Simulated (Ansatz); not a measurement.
**CH4S2Si: basis-set convergence**

Aim: see how fast density functionals converge with the basis set for CH4S2Si.

Computed with Ansatz 0.2.0, Gaussian basis. Level: one geometry, several basis sets.

Plan: PBE0-D4/def2-SVP; ωB97M-V/def2-SVP; PBE0-D4/def2-QZVPP; ωB97M-V/def2-QZVPP; the functionals' def2-TZVPP values are taken from earlier runs.

**1. The geometry**

An earlier PBE0-D4 in a triple-zeta def2 set relaxation fixed the geometry.

SMILES `C[SiH]1SS1`, 8 atoms, charge 0, spin multiplicity 1.

Atoms are counted from 1 here; the program's logs count them from 0.

Bond lengths: C1–Si2 1.850 Å, C1–H5 1.093 Å, C1–H6 1.093 Å, C1–H7 1.091 Å, Si2–S3 2.100 Å, Si2–S4 2.100 Å, Si2–H8 1.479 Å, S3–S4 2.152 Å. Angles: Si2–C1–H5 110.3°, Si2–C1–H6 110.3°, Si2–C1–H7 109.9°, H5–C1–H6 108.1°, H5–C1–H7 109.1°, H6–C1–H7 109.1°, C1–Si2–S3 119.7°, C1–Si2–S4 119.7°, C1–Si2–H8 113.9°, S3–Si2–S4 61.6°, S3–Si2–H8 116.2°, S4–Si2–H8 116.2°, Si2–S3–S4 59.2°, Si2–S4–S3 59.2°.

**2. PBE0-D4 in def2-SVP**

in.yaml

```yaml
crystal:
  periodic: [false, false, false]
  atoms:
    - {symbol: C, position_ang: [-0.547533, 0.915155, -0.363138]}
    - {symbol: Si, position_ang: [0.093761, -0.650446, 0.385000]}
    - {symbol: S, position_ang: [2.118315, -0.792234, 0.922870]}
    - {symbol: S, position_ang: [1.339740, -1.908123, -0.743815]}
    - {symbol: H, position_ang: [-1.450138, 0.715181, -0.946259]}
    - {symbol: H, position_ang: [-0.801997, 1.633474, 0.420447]}
    - {symbol: H, position_ang: [0.209482, 1.352008, -1.015494]}
    - {symbol: H, position_ang: [-0.869429, -1.322014, 1.284688]}
basis:
  gaussian: {orbitals: def2-SVP}
hamiltonian: {xc: pbe0, dispersion: d4}
output: {orbitals: {seedname: orbitals}}
```

Launch:

```console
> ansatz run in.yaml --threads 2 --pin off --events-out ev --progress --plain --max-ram 4352MiB
```

The runs that follow: ωB97M-V in def2-SVP; PBE0-D4 in def2-QZVPP; ωB97M-V in def2-QZVPP.

**Question.** What will the summary of the whole plan be? Wanted: PBE0-D4: double and triple zeta above quadruple; ωB97M-V: double and triple zeta above quadruple.

As calculated:

| quantity | value |
| --- | --- |
| PBE0-D4: double and triple zeta above quadruple | 12.75, 0.99 eV |
| ωB97M-V: double and triple zeta above quadruple | 12.70, 0.93 eV |

What this shows: For PBE0-D4 the step from double to triple zeta gains 11.76 eV and the next only 0.99 eV. These are total energies; as a rule much of such shifts cancels in differences, which this series doesn't test. The LUMO of ωB97M-V is positive and keeps falling with the basis (1.00 to 0.39 eV): an unbound level that the basis holds in place.
